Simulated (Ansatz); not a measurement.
# B2Ru (database structure): how the settings move a single-point run

Aim: see which settings change the result for B2Ru (database structure), by how much, and at what cost.

Computed with Ansatz 0.2.0 (reference: DFT PBEsol, plane waves, PAW, scalar-relativistic, no spin polarisation, unless a step's input says otherwise).

**1. The structure to begin with**

Symmetry: Pmmn, No. 59, orthorhombic system. Conventional cell: a = 2.908 Å, b = 4.715 Å, c = 4.106 Å, α = 90.00°, β = 90.00°, γ = 90.00°. B (site symmetry m) is surrounded by 3 B at 1.80 to 1.93 Å and 4 Ru at 2.20 to 2.29 Å. Ru (site symmetry mm2) is surrounded by 8 B at 2.20 to 2.29 Å.

As a file:

```
CELL_PARAMETERS angstrom
4.71524 0.00000 0.00000
0.00000 2.90832 0.00000
0.00000 0.00000 4.10616
ATOMIC_POSITIONS crystal
B 0.05900 0.25000 0.63900
B 0.44100 0.25000 0.63900
B 0.55900 0.75000 0.36100
B 0.94100 0.75000 0.36100
Ru 0.25000 0.25000 0.15080
Ru 0.75000 0.75000 0.84920
```

**2. Baseline**

The input, input.yaml:

```yaml
crystal:
  lattice:
    - [4.71523713, 0.0, 0.0]
    - [0.0, 2.90832172, 0.0]
    - [0.0, 0.0, 4.10616452]
  atoms:
    - { symbol: B, position: [0.059, 0.25, 0.639] }
    - { symbol: B, position: [0.441, 0.25, 0.639] }
    - { symbol: B, position: [0.559, 0.75, 0.361] }
    - { symbol: B, position: [0.941, 0.75, 0.361] }
    - { symbol: Ru, position: [0.25, 0.25, 0.1508] }
    - { symbol: Ru, position: [0.75, 0.75, 0.8492] }
  symmetry: { tolerance: 0.0003 }
kpoints:
  mp_grid: { grid: [4, 6, 5], shift: [0, 0, 0] }
magnetization:
  spin_polarized: false
scf:
  occupations: { method: fermi_dirac }
hamiltonian:
  pseudopotentials: { kind: paw }
  xc: pbesol
basis:
  ecutwfc: 420
output:
  forces: true
  stress: true
  eigenvalues: true
  write_density: true
  write_potential: true
  elf: true
  volumetric_format: npy
```

On the command line:

```console
> ansatz run input.yaml --threads 1 --pin off --max-ram 2560MiB --backend cpu --events-out ev --progress --plain --runs-dir out
```

**3. Variant: n_extra_bands 2**

Changes to input.yaml since step 2:

```diff
@@ -19,2 +19,3 @@
   occupations: { method: fermi_dirac }
+  n_extra_bands: 2
 hamiltonian:
@@ -28,5 +29 @@
   eigenvalues: true
-  write_density: true
-  write_potential: true
-  elf: true
-  volumetric_format: npy
```

**4. Changing settings: chi_scale 0.1, ecutwfc 18.4 Ry**

Changes to input.yaml since step 2:

```diff
@@ -19,2 +19,3 @@
   occupations: { method: fermi_dirac }
+  initial_density: { chi_scale: 0.1 }
 hamiltonian:
@@ -23,3 +24,3 @@
 basis:
-  ecutwfc: 420
+  ecutwfc: "18.4 Ry"
 output:
```

**5. Changing settings: occupations.method methfessel_paxton, occupations.width 0.001, scf.algorithm direct_min, mixing.algorithm anderson, mixing.beta 0.3**

Changes to input.yaml since step 2:

```diff
@@ -18,3 +18,5 @@
 scf:
-  occupations: { method: fermi_dirac }
+  occupations: { method: methfessel_paxton, width: 0.001 }
+  algorithm: direct_min
+  mixing: { algorithm: anderson, beta: 0.3 }
 hamiltonian:
@@ -28,5 +30 @@
   eigenvalues: true
-  write_density: true
-  write_potential: true
-  elf: true
-  volumetric_format: npy
```

**6. Changed: symmetry.detect false, occupations.method methfessel_paxton, occupations.width 0.05, eigensolver.kind davidson, basis.precision f64, tolerance left out**

Changes to input.yaml since step 2:

```diff
@@ -12,3 +12,3 @@
     - { symbol: Ru, position: [0.75, 0.75, 0.8492] }
-  symmetry: { tolerance: 0.0003 }
+  symmetry: { detect: false }
 kpoints:
@@ -18,3 +18,4 @@
 scf:
-  occupations: { method: fermi_dirac }
+  occupations: { method: methfessel_paxton, width: 0.05 }
+  eigensolver: { kind: davidson }
 hamiltonian:
@@ -24,2 +25,3 @@
   ecutwfc: 420
+  precision: f64
 output:
@@ -28,5 +30 @@
   eigenvalues: true
-  write_density: true
-  write_potential: true
-  elf: true
-  volumetric_format: npy
```

What does the calculation give? Wanted: for each run, ending; energy change; pressure; gap; force.

The runs gave:

```csv
run,ending,energy change,pressure (GPa),gap (eV),force (eV/Å),cycles,time
reference,converged,0,-17.0,0.00,0.62,6,2.1 s
1: n_extra_bands 2,converged,0.0 meV/atom,-17.0,0.00,0.62,6,1.7 s
"2: chi_scale 0.1, ecutwfc 18.4 Ry",converged,+607.0 meV/atom,-17.7,0.00,0.62,8,1.4 s
"3: occupations.method methfessel_paxton, occupations.width 0.001, scf.algorithm direct_min, mixing.algorithm anderson, mixing.beta 0.3",converged,0.0 meV/atom (σ→0),-17.1,0.00,0.69,7,6.9 s
"4: symmetry.detect false, occupations.method methfessel_paxton, occupations.width 0.05, eigensolver.kind davidson, basis.precision f64, tolerance left out",converged,-0.1 meV/atom (σ→0),-17.1,0.00,0.70,6,7.1 s
```

Times don't compare one to one where runs were asked for different outputs or read a saved state (see the inputs); cycles may leave out searches for a lower state.

Residual by cycle in the longest SCF loop of each run; runs are numbered as in the table. The quantity is the density residual dr2, in eV.

```csv
cycle,reference,run 1,run 2,run 3,run 4
1,0.0197,0.0196,38.4,0.0206,0.0213
2,0.00748,0.00676,9.89,0.00557,0.00286
3,2.3e-4,1.2e-4,0.112,9.7e-5,1.4e-4
4,4.8e-6,5.4e-6,0.0451,1.3e-7,1.2e-5
5,6.0e-7,1.7e-6,1.0e-3,1.9e-9,6.7e-7
6,5.8e-8,7.4e-8,2.6e-5,3.2e-10,4.0e-8
7,-,-,5.9e-7,1.7e-10,-
8,-,-,2.6e-8,-,-
```

What this shows: Run 2 ran under the cutoff that the potentials recommend, as the log warns, so basis error is mixed into its values. The structure is not at rest: the sound run finds -17 GPa, so these are no properties of the relaxed crystal. The reference has no spin polarisation; with Ru present, a magnetic state may lie lower.

The reference is no final answer either: its mesh is coarse for a cell with so small a gap or none.
